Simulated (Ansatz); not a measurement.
**BrHSSn (SMILES [SH][Sn][Br]): energies and forces away from the minimum**

Aim: displace all atoms at random from the minimum and see how well density functionals give the CCSD(T) energy and forces there.

Computed with Ansatz 0.2.0, Gaussian basis. Level: single points with forces in def2-TZVPP.

Levels: PBE-D4, r2SCAN-D4, PBE0-D4, wB97M-V, Hartree-Fock, MP2, CCSD, CCSD(T). Each coordinate is moved by a Gaussian draw of the width named (0.7 of it for atoms other than hydrogen): 0.09, 0.06 Å.

Cores are frozen in the correlated methods. Filled d shells of the heavier atoms are correlated. Core potentials replace the inner electrons past krypton, and spin-orbit coupling is left out.

9 further runs of the same task are left out: 9 set aside as unsound or not needed.

### 1 Where the work starts

The minimum, relaxed at PBE0-D4: SMILES `[SH][Sn][Br]`, 4 atoms, charge 0, spin multiplicity 1.

Atoms are counted from 1 here; the program's logs count them from 0.

Bond lengths: S1–Sn2 2.428 Å, S1–H4 1.344 Å, Sn2–Br3 2.535 Å. Angles: Sn2–S1–H4 93.9°, S1–Sn2–Br3 97.3°.

As a file:

| atom | x (Å) | y (Å) | z (Å) |
| --- | --- | --- | --- |
| S1 | -0.21752 | 1.44769 | -0.59767 |
| Sn2 | -1.29144 | -0.70808 | -0.29266 |
| Br3 | 0.63703 | -1.86472 | 0.87710 |
| H4 | 0.92752 | 1.06472 | -0.00717 |

Energies of the minimum (eV), from earlier single points: PBE-D4 -86717.61310, r2SCAN-D4 -86733.70525, PBE0-D4 -86721.00286, B3LYP-D4 -86736.14013, wB97M-V -86726.75107, CCSD(T) -86662.59772.

### 2 Structure 1, width 0.09 Å

ccsdt-tzvpp/in.yaml reads:

```yaml
crystal:
  periodic: [false, false, false]
  atoms:
    - {symbol: S, position_ang: [-0.267345, 1.477908, -0.707832]}
    - {symbol: Sn, position_ang: [-1.316061, -0.643755, -0.409291]}
    - {symbol: Br, position_ang: [0.607752, -1.894322, 0.835265]}
    - {symbol: H, position_ang: [0.908480, 1.043893, 0.009266]}
basis:
  gaussian: {orbitals: def2-TZVPP}
correlation: {method: ccsd_t}
output: {forces: true}
```

The command line of these runs was not kept.

What it wrote, cut to the lines that bear on the results:

```text
Functional definition: HF
  name "HF"
  cite "Fock, Z. Phys. 61, 126 (1930) doi:10.1007/BF01340294"
  parent pbe
[...]
1120 factors; integrals over basis functions are off by at most 8.4e-4 eV
[...]
mean field -86640.75572106 eV, -3183.9890455355 hartree, gradient 1.5e-6 eV, S^2 0.000000; 0 other end points of the search recorded, 0 dependent functions left out
18 core orbitals not correlated: weight in the atoms' cores, before any rotation towards them, 1.000 or more for the frozen orbitals, at most 0.000 for the correlated occupied ones
reference -86640.75572106 eV, -3183.9890455355 hartree; 19, 19 occupied and 117, 117 virtual orbitals, 1120 factors
second order -20.54478919 eV of doubles, -0.00000000 eV of singles
cycle   1  -20.30914383 eV  change    2.4e-1 eV  update   1.1e-1
[...]
cycle  13  -20.87706069 eV  change   -2.2e-7 eV  update   1.8e-6
perturbative correction -0.80720715 eV, -0.0296643155 hartree
[...]
working
Total energy: -86662.43998889 eV, -3184.7859276802 hartree
Atom 0 at    -0.267345     1.477908    -0.707832 Å, force     1.924574    -0.282296     1.034628 eV/Å
Atom 1 at    -1.316061    -0.643755    -0.409291 Å, force     0.169637    -0.752219     0.317253 eV/Å
Atom 2 at     0.607752    -1.894322     0.835265 Å, force    -0.456174     0.385495    -0.313818 eV/Å
Atom 3 at     0.908480     1.043893     0.009266 Å, force    -1.638037     0.649020    -1.038063 eV/Å
Dipole moment:    -0.431764     0.100500    -0.209153 e Å
```

It took 2 min on 4 threads, shared host; peak memory 2 GiB.

The other levels were run on the same coordinates; their logs were not kept, and their results stand in the tables.

| method | RMS force component (eV/Å) | RMS error against CCSD(T) (eV/Å) | angle to CCSD(T) forces (°) | dipole (D) |
| --- | --- | --- | --- | --- |
| PBE-D4 | 0.812 | 0.220 | 12.7 | 2.16 |
| r2SCAN-D4 | 0.895 | 0.062 | 3.5 | 2.20 |
| PBE0-D4 | 0.911 | 0.028 | 1.6 | 2.31 |
| wB97M-V | 0.934 | 0.059 | 3.6 | 2.46 |
| CCSD(T) | 0.921 | reference | reference | 2.35 |

### 3 Structure 2, width 0.06 Å

ccsdt-tzvpp/in.yaml reads:

```yaml
crystal:
  periodic: [false, false, false]
  atoms:
    - {symbol: S, position_ang: [-0.218912, 1.461566, -0.640242]}
    - {symbol: Sn, position_ang: [-1.301057, -0.735186, -0.280629]}
    - {symbol: Br, position_ang: [0.637536, -1.838390, 0.835877]}
    - {symbol: H, position_ang: [1.023434, 1.015189, 0.024506]}
basis:
  gaussian: {orbitals: def2-TZVPP}
correlation: {method: ccsd_t}
output: {forces: true}
```

What it wrote, cut to the lines that bear on the results:

```text
[... 4 set-up lines as earlier in the session ...]
[...]
1121 factors; integrals over basis functions are off by at most 8.7e-4 eV
[...]
mean field -86640.66596964 eV, -3183.9857472315 hartree, gradient 2.1e-6 eV, S^2 0.000000; 0 other end points of the search recorded, 0 dependent functions left out
18 core orbitals not correlated: weight in the atoms' cores, before any rotation towards them, 1.000 or more for the frozen orbitals, at most 0.000 for the correlated occupied ones
reference -86640.66596964 eV, -3183.9857472315 hartree; 19, 19 occupied and 117, 117 virtual orbitals, 1121 factors
second order -20.57361252 eV of doubles, -0.00000000 eV of singles
cycle   1  -20.33158731 eV  change    2.4e-1 eV  update   1.1e-1
[...]
cycle  12  -20.90546386 eV  change   -1.1e-5 eV  update   4.5e-6
perturbative correction -0.81165250 eV, -0.0298276793 hartree
[...]
working
Total energy: -86662.38308600 eV, -3184.7838365374 hartree
Atom 0 at    -0.218912     1.461566    -0.640242 Å, force     1.884676    -1.169109     1.200022 eV/Å
Atom 1 at    -1.301057    -0.735186    -0.280629 Å, force    -0.028538     0.601516    -0.228409 eV/Å
Atom 2 at     0.637536    -1.838390     0.835877 Å, force     0.266575    -0.197762     0.176025 eV/Å
Atom 3 at     1.023434     1.015189     0.024506 Å, force    -2.122712     0.765355    -1.147638 eV/Å
Dipole moment:    -0.393903    -0.095585    -0.111339 e Å
```

It took 1.9 min on 4 threads, shared host; peak memory 2 GiB.

| method | RMS force component (eV/Å) | RMS error against CCSD(T) (eV/Å) | angle to CCSD(T) forces (°) | dipole (D) |
| --- | --- | --- | --- | --- |
| PBE-D4 | 0.942 | 0.224 | 11.2 | 1.84 |
| r2SCAN-D4 | 1.036 | 0.065 | 3.4 | 1.87 |
| PBE0-D4 | 1.064 | 0.028 | 1.4 | 2.00 |
| wB97M-V | 1.093 | 0.059 | 2.3 | 2.14 |
| CCSD(T) | 1.054 | reference | reference | 2.02 |

### 4 All structures together

Energy above the minimum (kJ/mol):

| structure | width (Å) | PBE-D4 | r2SCAN-D4 | PBE0-D4 | wB97M-V | Hartree-Fock | MP2 | CCSD | CCSD(T) |
| --- | --- | --- | --- | --- | --- | --- | --- | --- | --- |
| 1 | 0.09 | 11.0 | 14.2 | 14.6 | 15.5 | 19.2 | 16.7 | 16.2 | 15.2 |
| 2 | 0.06 | 16.2 | 19.7 | 20.5 | 21.5 | 27.8 | 22.6 | 22.1 | 20.7 |

What each level costs and misses (shared host):

| method | mean energy error from CCSD(T) (kJ/mol) | mean time a point |
| --- | --- | --- |
| PBE-D4 | 4.4 | 0.95 s |
| r2SCAN-D4 | 1.0 | 1.7 s |
| PBE0-D4 | 0.4 | 1.7 s |
| wB97M-V | 0.6 | 3.8 s |
| Hartree-Fock | 5.5 | part of the CCSD(T) run |
| MP2 | 1.7 | part of the CCSD(T) run |
| CCSD | 1.2 | part of the CCSD(T) run |
| CCSD(T) | 0 | 2 min |

For cost: PBE0-D4 comes within 0.4 kJ/mol at 1.7 s a point, where CCSD(T) needs 2 min.

### 5 Outcome

```
                         quantity                                                                                            value
energy above the minimum, CCSD(T)                                                                                15.2, 20.7 kJ/mol
                mean energy error  PBE-D4 4.4, r2SCAN-D4 1.0, PBE0-D4 0.4, wB97M-V 0.6, Hartree-Fock 5.5, MP2 1.7, CCSD 1.2 kJ/mol
             mean RMS force error                                 PBE-D4 0.222, r2SCAN-D4 0.063, PBE0-D4 0.028, wB97M-V 0.059 eV/Å
            largest T1 diagnostic                                                                                            0.014
```

In words: In energy PBE0-D4 is nearest to CCSD(T) and Hartree-Fock farthest. For forces PBE0-D4 is best, off by 3 % of the typical force, and PBE-D4 worst (23 %); with few structures and a triple-zeta reference, gaps of a few points rank nothing.
